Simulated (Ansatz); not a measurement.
# AlFH3NS: basis-set convergence

The task here is to estimate one member of a computed series from the others.

Method: one geometry, several basis sets; program: Ansatz 0.2.0, Gaussian basis.

The runs, in order: PBE0-D4/def2-SVP; ωB97M-V/def2-SVP; PBE0-D4/def2-QZVPP; ωB97M-V/def2-QZVPP; the functionals' def2-TZVPP values are taken from earlier runs.

## The geometry

The geometry comes from an earlier relaxation with PBE0-D4 in a triple-zeta def2 set; it is a stationary point, not always the lowest conformer.

SMILES `[NH2][Al]([F])[SH]`, 7 atoms, charge 0, spin multiplicity 1.

Atoms are counted from 1 here; the program's logs count them from 0.

Bond lengths: N1–Al2 1.752 Å, N1–H5 1.006 Å, N1–H6 1.006 Å, Al2–F3 1.648 Å, Al2–S4 2.172 Å, S4–H7 1.345 Å. Angles: Al2–N1–H5 124.5°, Al2–N1–H6 124.8°, H5–N1–H6 110.7°, N1–Al2–F3 119.4°, N1–Al2–S4 121.8°, F3–Al2–S4 118.8°, Al2–S4–H7 91.8°.

The first run:

in.yaml

```yaml
crystal:
  periodic: [false, false, false]
  atoms:
    - {symbol: N, position_ang: [-0.857094, 0.816828, 0.836481]}
    - {symbol: Al, position_ang: [0.369649, -0.126075, 0.014811]}
    - {symbol: F, position_ang: [1.871876, -0.254690, 0.680212]}
    - {symbol: S, position_ang: [-0.032383, -1.136861, -1.865303]}
    - {symbol: H, position_ang: [-0.715309, 1.299956, 1.707969]}
    - {symbol: H, position_ang: [-1.797584, 0.950122, 0.504468]}
    - {symbol: H, position_ang: [1.222044, -1.617280, -1.924438]}
basis:
  gaussian: {orbitals: def2-SVP}
hamiltonian: {xc: pbe0, dispersion: d4}
output: {orbitals: {seedname: orbitals}}
```

Steps of the session up to this table: PBE0-D4 in def2-SVP; ωB97M-V in def2-SVP; PBE0-D4 in def2-QZVPP; ωB97M-V in def2-QZVPP.

One of the session's tables, all rows but one given; the rest of the session is left out.

It belongs to the step «Density functionals: the series». 

```
functional       basis  HOMO (eV)
   PBE0-D4    def2-SVP      -7.35
   PBE0-D4  def2-TZVPP      -7.58
   PBE0-D4  def2-QZVPP      -7.63
   ωB97M-V    def2-SVP          ?
   ωB97M-V  def2-TZVPP      -9.82
   ωB97M-V  def2-QZVPP      -9.88
```

Estimate the missing values for ωB97M-V, def2-SVP.

**Answer.** HOMO (eV): -9.56. In the column «HOMO (eV)» it lies between ωB97M-V, def2-TZVPP (-9.82) and PBE0-D4, def2-QZVPP (-7.63).
